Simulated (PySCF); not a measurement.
# C5H7ClSSi: magnetic properties

Wanted: magnetic properties for C5H7ClSSi (`C[SiH2]c1cc(Cl)cs1`).

Computed with PySCF 2.14.0 and routines of our own; the level stands in each step. Atoms count from 0.

## Step 1: The system as given

15 atoms, charge 0, multiplicity 1; geometry from: GFN2-xTB.

## Step 2: Magnetic properties: GIAO wB97X-D/pcSseg-1

Job settings and geometry (Å):

```
{"job": {"kind": "mag", "xc": "wB97X-D", "basis": "pcSseg-1", "isotopologues": 2}, "charge": 0, "multiplicity": 1}
C     -2.569556     0.829362     0.022405
Si    -1.533230    -0.746970    -0.173008
C      0.289085    -0.273060    -0.142033
C      1.296845    -0.795892     0.610410
C      2.554731    -0.210970     0.340752
Cl     4.004657    -0.676476     1.142227
C      2.504743     0.754562    -0.615909
S      0.906066     0.957790    -1.198849
H     -2.294899     1.570250    -0.723847
H     -3.628587     0.618929    -0.092969
H     -2.427611     1.280300     1.000966
H     -1.746259    -1.683735     0.933749
H     -1.819044    -1.392762    -1.459766
H      1.152593    -1.572304     1.338441
H      3.306053     1.348965    -1.004480
```

With the program's defaults for keys left out, this is: GIAO wB97X-D/pcSseg-1 magnetisability, rotational g tensor and spin-rotation constants, non-relativistic, gas phase.

The run is started by

```
> OMP_NUM_THREADS=1 python excited_run.py task.json out
```

The driver reads the jobs from task.json and runs them one after another.

Log:

```text
coarse grid: 14648 points
cycle   1  E = -1342.3770458040  dE =  1.427e+00  |g| = 3.586e-01  |ddm| = 3.815e+00
cycle   2  E = -1342.3991370905  dE = -2.209e-02  |g| = 2.766e-01  |ddm| = 6.890e-01
cycle   3  E = -1342.4163067520  dE = -1.717e-02  |g| = 5.812e-02  |ddm| = 3.115e-01
cycle   4  E = -1342.4171038249  dE = -7.971e-04  |g| = 2.934e-02  |ddm| = 9.231e-02
cycle   5  E = -1342.4173248147  dE = -2.210e-04  |g| = 6.496e-03  |ddm| = 3.996e-02
cycle   6  E = -1342.4173369063  dE = -1.209e-05  |g| = 1.775e-03  |ddm| = 1.095e-02
cycle   7  E = -1342.4173378622  dE = -9.559e-07  |g| = 6.441e-04  |ddm| = 3.081e-03
final grid: 129064 points
cycle   8  E = -1342.4761840274  dE = -1.635e-04  |g| = 6.065e-03  |ddm| = 4.313e-02
cycle   9  E = -1342.4761876380  dE = -3.611e-06  |g| = 4.789e-03  |ddm| = 1.239e-02
cycle  10  E = -1342.4761923166  dE = -4.679e-06  |g| = 7.314e-04  |ddm| = 4.929e-03
cycle  11  E = -1342.4761924468  dE = -1.302e-07  |g| = 3.915e-04  |ddm| = 1.333e-03
cycle  12  E = -1342.4761924871  dE = -4.037e-08  |g| = 9.821e-05  |ddm| = 5.908e-04
cycle  13  E = -1342.4761924898  dE = -2.645e-09  |g| = 3.293e-05  |ddm| = 1.694e-04
cycle  14  E = -1342.4761924901  dE = -3.208e-10  |g| = 8.813e-06  |ddm| = 5.178e-05
converged SCF energy = -1342.4761924901

Magnetisability tensor (1e-30 J/T^2)
    -1537.04      101.61       52.07
      101.61    -1773.53     -358.53
       52.07     -358.53    -1787.24
isotropic -1699.27   principal values   -2157.94  -1529.82  -1410.05
isotropic susceptibility -102.332 1e-6 cm^3/mol

Inertial axes            a          b          c
rot. const./GHz      2.8407     0.6072     0.5261
chi total           -92.355    -85.018   -129.624
chi diamagnetic    -549.550  -2020.352  -2301.767
chi paramagnetic    457.195   1935.333   2172.142
quadrupole/D A        0.975      4.303     -5.278
g nuclear            0.5690     0.5406     0.5393
g electronic        -0.6102    -0.5521    -0.5368
g total             -0.0411    -0.0114     0.0025

Spin-rotation constants (kHz, H = +C I.J)
atom  isotope        aa         bb         cc
  5   35Cl        0.296      0.198      0.123
  8     1H       -0.316      0.004     -0.060
  9     1H        0.010     -0.069     -0.059
 10     1H       -0.301     -0.069      0.000
 11     1H       -0.256      0.028     -0.047
 12     1H       -0.209     -0.051      0.014
 13     1H       -0.276      0.065     -0.059
 14     1H       -0.061      0.018     -0.060
  0    13C*       0.294      0.065      0.060
  1   29Si*      -1.585     -0.348     -0.307
  2    13C*       1.244      0.268      0.072
  3    13C*       1.019      0.281      0.091
  4    13C*       1.329      0.180      0.107
  6    13C*       1.198      0.237      0.085
  7    33S*       1.145      0.250      0.161
* in the singly substituted isotopologue

Isotopologues: g along a, b, c
2H    at 8,9,10,11,12,1    -0.0364    -0.0106     0.0022
13C   at 0                 -0.0409    -0.0113     0.0024
```

It took 54 s on 1 thread of Arm Neoverse V1, shared host; peak memory 0.95 GiB.

From this job:

| quantity | value |
| --- | --- |
| magnetisability | -1699·10⁻³⁰ J/T² |
| molar susceptibility | -102.3·10⁻⁶ cm³/mol |
| rotational g (a, b, c) | -0.0411, -0.0114, 0.0025 |

## Step 3: Magnetic properties: GIAO CAM-B3LYP/cc-pVDZ in chloroform

The job, as its differences from that of step 2:

```diff
@@ -1,2 +1,2 @@
-{"job": {"kind": "mag", "xc": "wB97X-D", "basis": "pcSseg-1", "isotopologues": 2}, "charge": 0, "multiplicity": 1}
+{"job": {"kind": "mag", "xc": "CAM-B3LYP", "basis": "cc-pVDZ", "solvent": "chloroform"}, "charge": 0, "multiplicity": 1}
 C     -2.569556     0.829362     0.022405
```

Method: GIAO CAM-B3LYP/cc-pVDZ magnetisability, non-relativistic, IEF-PCM chloroform.

Log:

```text
coarse grid: 14648 points
cycle   1  E = -1342.4792884189  dE =  1.428e+00  |g| = 3.515e-01  |ddm| = 7.320e+00
cycle   2  E = -1342.4968353331  dE = -1.755e-02  |g| = 2.846e-01  |ddm| = 1.278e+00
cycle   3  E = -1342.5164646983  dE = -1.963e-02  |g| = 5.213e-02  |ddm| = 5.402e-01
cycle   4  E = -1342.5170690500  dE = -6.044e-04  |g| = 2.789e-02  |ddm| = 1.275e-01
cycle   5  E = -1342.5172745768  dE = -2.055e-04  |g| = 6.425e-03  |ddm| = 5.722e-02
cycle   6  E = -1342.5172856543  dE = -1.108e-05  |g| = 1.391e-03  |ddm| = 1.366e-02
cycle   7  E = -1342.5172862661  dE = -6.118e-07  |g| = 6.555e-04  |ddm| = 3.627e-03
final grid: 129064 points
cycle   8  E = -1342.5438746509  dE = -1.122e-05  |g| = 3.513e-03  |ddm| = 3.194e-02
cycle   9  E = -1342.5438746609  dE = -1.002e-08  |g| = 3.612e-03  |ddm| = 1.281e-02
cycle  10  E = -1342.5438780922  dE = -3.431e-06  |g| = 3.198e-04  |ddm| = 6.440e-03
cycle  11  E = -1342.5438781175  dE = -2.533e-08  |g| = 1.188e-04  |ddm| = 7.736e-04
cycle  12  E = -1342.5438781216  dE = -4.088e-09  |g| = 3.283e-05  |ddm| = 2.735e-04
cycle  13  E = -1342.5438781219  dE = -3.099e-10  |g| = 9.023e-06  |ddm| = 8.413e-05
converged SCF energy = -1342.5438781219

Magnetisability tensor (1e-30 J/T^2)
    -1535.85       98.31       56.47
       98.31    -1784.58     -357.64
       56.47     -357.64    -1803.16
isotropic -1707.86   principal values   -2170.41  -1527.34  -1425.84
isotropic susceptibility -102.850 1e-6 cm^3/mol

Inertial axes            a          b          c
rot. const./GHz      2.8407     0.6072     0.5261
chi total           -92.195    -85.960   -130.395
chi diamagnetic    -547.816  -2018.631  -2300.365
chi paramagnetic    455.621   1932.671   2169.970
quadrupole/D A        0.780      4.130     -4.910
```

It took 42 s on 1 thread of Arm Neoverse V1, shared host; peak memory 0.88 GiB.

Key values:

| quantity | value |
| --- | --- |
| magnetisability | -1708·10⁻³⁰ J/T² |
| molar susceptibility | -102.8·10⁻⁶ cm³/mol |

## Step 4: What came out

| quantity | value |
| --- | --- |
| magnetisability (step 2, GIAO wB97X-D/pcSseg-1) | -1699·10⁻³⁰ J/T² |
| molar susceptibility (step 2, GIAO wB97X-D/pcSseg-1) | -102.3·10⁻⁶ cm³/mol |
| rotational g (a, b, c) (step 2, GIAO wB97X-D/pcSseg-1) | -0.0411, -0.0114, 0.0025 |

The values above hold for this geometry and these levels alone. Vibrational averaging and real surroundings are missing from these values.
